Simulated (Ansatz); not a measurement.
Relaxation of a periodic cell of 33 atoms, Al$_{32}$O (host Al, host structure fcc, interstitial O), to a largest force component of 0.08 eV/Å in at most 25 steps.

Theory: Ansatz, DFT PBE-D3(BJ), scalar-relativistic, plane waves, PAW. Settings: cutoff 420 eV, k mesh 2x2x2, fermi-dirac smearing 0.15 eV, no spin polarisation.

```xyz
33
Lattice="8.1000 0.0000 0.0000 0.0000 8.1000 0.0000 0.0000 0.0000 8.1000" Properties=species:S:1:pos:R:3
Al 4.050 0.000 0.000
Al 6.075 2.025 0.000
Al 6.075 0.000 2.025
Al 0.000 0.000 0.000
Al 2.025 2.025 0.000
Al 4.050 4.050 0.000
Al 6.075 6.075 0.000
Al 2.025 0.000 2.025
Al 4.050 2.025 2.025
Al 6.075 4.050 2.025
Al 4.050 0.000 4.050
Al 6.075 2.025 4.050
Al 6.075 0.000 6.075
Al 0.000 4.050 0.000
Al 2.025 6.075 0.000
Al 0.000 2.025 2.025
Al 2.025 4.050 2.025
Al 4.050 6.075 2.025
Al 0.000 0.000 4.050
Al 2.025 2.025 4.050
Al 4.050 4.050 4.050
Al 6.075 6.075 4.050
Al 2.025 0.000 6.075
Al 4.050 2.025 6.075
Al 6.075 4.050 6.075
Al 0.000 6.075 2.025
Al 0.000 4.050 4.050
Al 2.025 6.075 4.050
Al 0.000 2.025 6.075
Al 2.025 4.050 6.075
Al 4.050 6.075 6.075
Al 0.000 6.075 6.075
O 1.021 5.051 5.086
```

Problem. Where does it end, and by what steps?

Solution. It converged. Limits of this set-up: coarse k mesh, a small cell, in which the defect meets its images, a typed lattice constant that wasn't relaxed here. After 3 steps the energy has fallen by 0.974 eV; Al30 moved furthest, 0.16 Å.

```
step  energy less start (eV)  largest force component (eV/Å)  accepted
   0                  0.0000                           2.064       yes
   1                 -0.6349                           1.215       yes
   2                 -0.9658                           0.180       yes
   3                 -0.9744                           0.003       yes
```

```xyz
33
Lattice="8.1000 0.0000 0.0000 0.0000 8.1000 0.0000 0.0000 0.0000 8.1000" Properties=species:S:1:pos:R:3
Al 4.058 0.008 0.009
Al 6.067 2.017 0.009
Al 6.067 0.008 2.018
Al 0.001 0.036 0.037
Al 2.025 1.988 0.037
Al 4.087 4.050 0.037
Al 6.039 6.074 0.037
Al 2.025 0.036 1.989
Al 4.058 2.017 2.018
Al 6.038 4.050 1.989
Al 4.087 0.036 4.051
Al 6.039 1.988 4.051
Al 6.038 0.036 6.075
Al -0.011 4.039 0.028
Al 2.036 6.086 0.028
Al 0.001 1.988 1.989
Al 2.036 4.039 1.999
Al 4.087 6.074 1.989
Al -0.011 0.027 4.040
Al 2.036 1.997 4.040
Al 4.077 4.039 4.040
Al 6.048 6.086 4.040
Al 2.036 0.027 6.087
Al 4.087 1.988 6.075
Al 6.048 4.039 6.087
Al -0.011 6.086 1.999
Al -0.089 3.961 3.961
Al 2.114 6.164 3.961
Al -0.011 1.998 6.087
Al 2.115 3.960 6.165
Al 4.077 6.086 6.087
Al -0.089 6.164 6.165
O 1.013 5.062 5.064
```

Whether the end is a true minimum wasn't checked by a vibrational analysis.

The run took 18 s on 2 threads of AMD EPYC 9R14 (Zen 4), with other jobs on the host, peak memory 1.1 GiB.
